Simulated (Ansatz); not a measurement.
# WO+ (quartet): from Hartree-Fock to the top rungs, def2-QZVPP

An exercise on one series of results from a longer session: the logs are not shown, and one member is left open.

Program: Ansatz 0.2.0, Gaussian basis. Level of theory: def2-QZVPP, core rule «outside noble gas», up to 5 orbitals frozen. These are calculated values, not measurements.

Plan: UHF; ROHF; CCSD(T) on UHF.

### What is computed

The geometry is a PBE0/def2-TZVP stationary point (not a proven minimum) of the parent state, kept for this charge and spin. No spin-orbit coupling is included. Elements past krypton take def2 core potentials.

2 atoms, charge 1, spin multiplicity 4.

Atoms are counted from 1 here; the program's logs count them from 0.

Bond lengths: W1–O2 1.703 Å.

Set-up of the first run:

File in.yaml:

```yaml
crystal:
  periodic: [false, false, false]
  atoms:
    - {symbol: W, position_ang: [0.000000, 0.000000, 0.000000]}
    - {symbol: O, position_ang: [0.000000, 0.000000, 1.703200]}
basis:
  gaussian: {orbitals: "def2-QZVPP.json"}
total_charge: 1
magnetization: {spin_polarized: true, initial_magnetization: 3}
hamiltonian: {xc: hf}
output: {orbitals: {seedname: orbitals}}
```

Launch:

```bash
ansatz run in.yaml --threads 1 --pin off --events-out ev --progress --plain --max-ram 4096MiB --backend cpu
```

Steps of the session up to this table: UHF; ROHF; CCSD(T) on UHF.

One of the session's tables, all rows but one given; the rest of the session is left out.

```
  method  from UCCSD(T) (kJ/mol)
    ROHF                 +1108.1
     UHF                       ?
    UMP2                   +80.6
   UCCSD                   +64.9
UCCSD(T)                       0
```

**Question.** Estimate the row for UHF.

As computed: from UCCSD(T) (kJ/mol): +1050.2. In the column «from UCCSD(T) (kJ/mol)» it lies between UMP2 (+80.6) and ROHF (+1108.1).

Limits of these values: The determinant is far from a pure spin state, so its energy mixes those of several spin states (harmless only where they are near-degenerate, as at dissociation).
